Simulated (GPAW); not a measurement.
Li3Pr in GPAW: convergence with bands over the usual count

Input of the first run (bands over the usual count 0.72); the others differ in this setting and in those tied to it:

File run.py:

```python
from ase.dft.bandgap import bandgap
from ase.io import read, write
from ase.units import GPa
from gpaw import GPAW, PW

atoms = read('Li3Pr.xyz')
atoms.set_initial_magnetic_moments([2.0, 0.0, 0.0, 0.0])

calc = GPAW(mode=PW(800),
            xc='PBE',
            kpts={'size': (5, 5, 5), 'gamma': True},
            occupations={'name': 'fermi-dirac', 'width': 0.05},
            nbands=16,
            convergence={'density': 1e-05, 'energy': 1e-05},
            maxiter=100,
            txt='gpaw.txt')
atoms.calc = calc
energy = atoms.get_potential_energy()
forces = atoms.get_forces()
stress = atoms.get_stress()
calc.write('gs.gpw')
write('result.traj', atoms)
print(f'Energy: {energy:.6f} eV')
print('Forces (eV/A):')
print(forces.round(4))
print('Stress (GPa):', (stress / GPa).round(3))
print('Moments:', calc.get_magnetic_moments().round(3))
print('Fermi level:', round(calc.get_fermi_level(), 4), 'eV')
print(f'Gap: {bandgap(calc)[0]:.4f} eV, direct: {bandgap(calc, direct=True)[0]:.4f} eV')
```

The input Li3Pr.xyz:

```xyz
4
Lattice="0.0000000000 3.6786180000 3.6786180000 3.6786180000 0.0000000000 3.6786180000 3.6786180000 3.6786180000 0.0000000000" Properties=species:S:1:pos:R:3 pbc="T T T"
Pr     0.0000000000      0.0000000000      0.0000000000
Li     3.6786180000      3.6786180000      3.6786180000
Li     5.5179270000      5.5179270000      5.5179270000
Li     1.8393090000      1.8393090000      1.8393090000
```

Potentials or basis: GPAW PAW data sets (gpaw-data 1.2.1), pw.

Launch:

```sh
$ OMP_NUM_THREADS=1 python run.py
```

The cell comes from a database or a generator and needn't be the stable form of this composition.

Hardware: 1 thread of Arm Neoverse V1, on a shared host.

```
bands over the usual count  energy less the tightest run, at zero smearing (meV/atom)  SCF cycles  CPU time (s)  peak memory (GiB)
                      0.72                                                       0.00          53           180               0.29
                       0.8                                                       0.00          30           130                0.3
                       0.9                                                       0.00          34           160                0.3
                         1                                                       0.00          39           210               0.31
                       1.3                                                       0.00          32           220               0.32
                       1.7                                                       0.00          37           330               0.33
                       2.5                                                       0.00          41           530               0.37
```

Against the tightest run, the energy stays within 1 meV/atom from 0.72 on. The tightest run that finished is the yardstick and may itself not be fully converged.

Caveat, for the tightest run too: one-centre terms of the f shell are cut off; the magnetic or orbital state may not be the lowest; spin-orbit coupling is left out, which moves the levels of the heavy elements; without U or exact exchange the open f shell lies at the Fermi level, which spoils levels, moments and volumes. The state reached can hang on the start; a lower one may exist.
